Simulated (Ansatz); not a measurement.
# BClFH: interaction energy of a dimer with the counterpoise correction from a Python script

How strongly do two molecules of BClFH bind, and how much of that is basis error? Wanted for BClFH: the interaction energy of a dimer with the counterpoise correction.

Program: Ansatz 0.2.0, driven from Python. Level of theory: MP2/def2-SVP. These are calculated values, not measurements.

## 1. The structure

Bond lengths: F1–B2 1.475 Å, B2–Cl3 1.874 Å, B2–H4 1.170 Å. Angles: F1–B2–Cl3 122.4°, F1–B2–H4 114.0°, Cl3–B2–H4 123.6°.

The script holds or builds the structure itself.

## 2. The script

Input file bclfh.py:

```python
'''Binding of a BClFH dimer at a trial geometry.'''

import ansatz

BASIS_SET = 'def2-SVP'
METHOD = 'mp2'

FIRST = [
    ('F', (1.3844, 0.282, -0.4468)),
    ('B', (0.0565, -0.0761, 0.0868)),
    ('Cl', (-1.5318, 0.6156, -0.628)),
    ('H', (0.0909, -0.8214, 0.9881)),
]
SECOND = [
    ('F', (0.707, 3.8383, 3.0082)),
    ('B', (1.508, 2.6011, 3.0728)),
    ('Cl', (0.7702, 0.91, 2.7442)),
    ('H', (2.6319, 2.7755, 3.3474)),
]

def energy(atoms, ghosts=()):
    molecule = ansatz.Crystal.molecule()
    for symbol, xyz in atoms:
        molecule = molecule.atom(symbol, xyz)
    calc = (
        molecule.calculation()
        .basis(gaussian=BASIS_SET)
        .correlation(METHOD, electrons='valence')
    )
    deck = calc.input()
    if ghosts:
        deck = deck.set(ansatz.key.basis.gaussian.ghost_atoms, [{'symbol': s, 'position_ang': list(xyz)} for s, xyz in ghosts])
    return ansatz.Session.from_dict(deck).plan().execute().report['free_energy_ev']

# ghost atoms carry the functions of the partner
both = energy(FIRST + SECOND)
alone = energy(FIRST) + energy(SECOND)
ghosted = energy(FIRST, SECOND) + energy(SECOND, FIRST)
print(f'dimer {both:.6f} eV')
print(f'interaction, uncorrected   {96.485332 * (both - alone):8.3f} kJ/mol')
print(f'interaction, counterpoise  {96.485332 * (both - ghosted):8.3f} kJ/mol')
print(f'basis-set superposition    {96.485332 * (alone - ghosted):8.3f} kJ/mol')
```

## 3. What the engine is handed

The engine receives this input (first run):

```yaml
crystal:
  periodic: [false, false, false]
  atoms:
    - { symbol: F, position_ang: [1.3844, 0.282, -0.4468] }
    - { symbol: B, position_ang: [0.0565, -0.0761, 0.0868] }
    - { symbol: Cl, position_ang: [-1.5318, 0.6156, -0.628] }
    - { symbol: H, position_ang: [0.0909, -0.8214, 0.9881] }
    - { symbol: F, position_ang: [0.707, 3.8383, 3.0082] }
    - { symbol: B, position_ang: [1.508, 2.6011, 3.0728] }
    - { symbol: Cl, position_ang: [0.7702, 0.91, 2.7442] }
    - { symbol: H, position_ang: [2.6319, 2.7755, 3.3474] }
basis:
  gaussian:
    orbitals: def2-SVP
correlation:
  method: mp2
  electrons: valence
```

## 4. The run

Command:

```console
$ python bclfh.py
```

What it wrote:

```text
dimer -31806.480682 eV
interaction, uncorrected      1.438 kJ/mol
interaction, counterpoise    11.410 kJ/mol
basis-set superposition       9.972 kJ/mol
```

Run time: 4.9 s. Hardware: 1 thread of Intel Xeon Platinum 8375C at 2.90GHz (Ice Lake), shared host; peak memory 0.23 GiB.

## 5. What changed from run to run

The engine's inputs for some of the other runs:

Run 3, against run 1:

```diff
@@ -4,4 +3,0 @@
-    - { symbol: F, position_ang: [1.3844, 0.282, -0.4468] }
-    - { symbol: B, position_ang: [0.0565, -0.0761, 0.0868] }
-    - { symbol: Cl, position_ang: [-1.5318, 0.6156, -0.628] }
-    - { symbol: H, position_ang: [0.0909, -0.8214, 0.9881] }
```

Run 4, against run 1:

```diff
@@ -8,4 +7,0 @@
-    - { symbol: F, position_ang: [0.707, 3.8383, 3.0082] }
-    - { symbol: B, position_ang: [1.508, 2.6011, 3.0728] }
-    - { symbol: Cl, position_ang: [0.7702, 0.91, 2.7442] }
-    - { symbol: H, position_ang: [2.6319, 2.7755, 3.3474] }
@@ -14,0 +11,5 @@
+    ghost_atoms:
+      - { symbol: F, position_ang: [0.707, 3.8383, 3.0082] }
+      - { symbol: B, position_ang: [1.508, 2.6011, 3.0728] }
+      - { symbol: Cl, position_ang: [0.7702, 0.91, 2.7442] }
+      - { symbol: H, position_ang: [2.6319, 2.7755, 3.3474] }
```

Run 5, against run 1:

```diff
@@ -4,4 +3,0 @@
-    - { symbol: F, position_ang: [1.3844, 0.282, -0.4468] }
-    - { symbol: B, position_ang: [0.0565, -0.0761, 0.0868] }
-    - { symbol: Cl, position_ang: [-1.5318, 0.6156, -0.628] }
-    - { symbol: H, position_ang: [0.0909, -0.8214, 0.9881] }
@@ -14,0 +11,5 @@
+    ghost_atoms:
+      - { symbol: F, position_ang: [1.3844, 0.282, -0.4468] }
+      - { symbol: B, position_ang: [0.0565, -0.0761, 0.0868] }
+      - { symbol: Cl, position_ang: [-1.5318, 0.6156, -0.628] }
+      - { symbol: H, position_ang: [0.0909, -0.8214, 0.9881] }
```

Lines on the test bed's own set-up are left out of the output.

## 6. The runs side by side

One row for each of the 5 runs:

```csv
run,system,ghost atoms,energy (eV),iterations in all,CPU time (s)
1,B2Cl2F2H2,not set,-31806.4807,15,1.6
2,BClFH,not set,-15903.2479,11,0.3
3,BClFH,not set,-15903.2476,11,0.51
4,BClFH,a list of 4,-15903.2807,11,0.9
5,BClFH,a list of 4,-15903.3182,11,0.94
```

Totals carry meaning only in balanced differences at one level of theory.

## 7. Results

| quantity | value |
| --- | --- |
| interaction energy, uncorrected | 1.438 kJ/mol |
| interaction energy, counterpoise | 11.410 kJ/mol |
| runs compared | 5 |

In words: The pair is unbound at this geometry and level. Uncorrected it is 1.438 kJ/mol, with the counterpoise correction 11.410 kJ/mol; the difference, 9.97 kJ/mol, is the superposition error. The pose is repulsive. The dimer is a generated trial pose of unrelaxed monomers, not a minimum, so the figure is no binding energy, and the basis set is small.
